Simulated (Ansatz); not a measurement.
# MnO (Manganosite): the cost of one run

Method: DFT PBE, scalar-relativistic, plane waves, PAW, in Ansatz 0.2.0.

Spin polarisation is switched off on purpose; where the compound carries moments, volume, stiffness and gap are then not the real material's.

### 1 Starting point

The structure is cubic, space group Fm-3m (No. 225). The conventional cell has a = 4.102 Å, b = 4.102 Å, c = 4.102 Å, α = 90.00°, β = 90.00°, γ = 90.00°. Mn (site symmetry m-3m) has 6 O at 2.05 Å as nearest neighbours. O (site symmetry m-3m) is surrounded by 6 Mn at 2.05 Å.

Structure file:

```xyz
2
Lattice="0.0000 2.0511 2.0511 2.0511 0.0000 2.0511 2.0511 2.0511 0.0000" Properties=species:S:1:pos:R:3 pbc="T T T"
Mn    0.0000    0.0000    0.0000
O     2.0511    2.0511    2.0511
```

This cell comes from an earlier session at PBE: 8.629 Å³/atom at 0.00 GPa, on a 14×14×14 mesh.

Volume factors to run: 0.980, 1.020, 0.960, 1.040.

### 2 Scaling the volume by 0.980

The input, input.yaml:

```yaml
crystal:
  lattice:
    - [0.0, 2.0373341943, 2.0373341943]
    - [2.0373341943, 0.0, 2.0373341943]
    - [2.0373341943, 2.0373341943, 0.0]
  atoms:
    - { symbol: Mn, position: [0.0, 0.0, 0.0] }
    - { symbol: O, position: [0.5, 0.5, 0.5] }
basis:
  ecutwfc: 420
  ecutrho_ratio: 4
kpoints:
  mp_grid: { grid: [14, 14, 14] }
hamiltonian:
  xc: pbe
scf:
  occupations: { method: gaussian, width: 0.05 }
output:
  forces: true
  stress: true
  eigenvalues: true
```

On the command line:

```bash
$ ansatz run input.yaml --threads 1 --pin off --max-ram 2560MiB --backend cpu --events-out ev --progress --plain --runs-dir out
```

Q: Estimate wall time and peak memory on 1 thread of Arm Neoverse V1, shared host.

About 1.6 s, with a peak of 0.29 GiB.
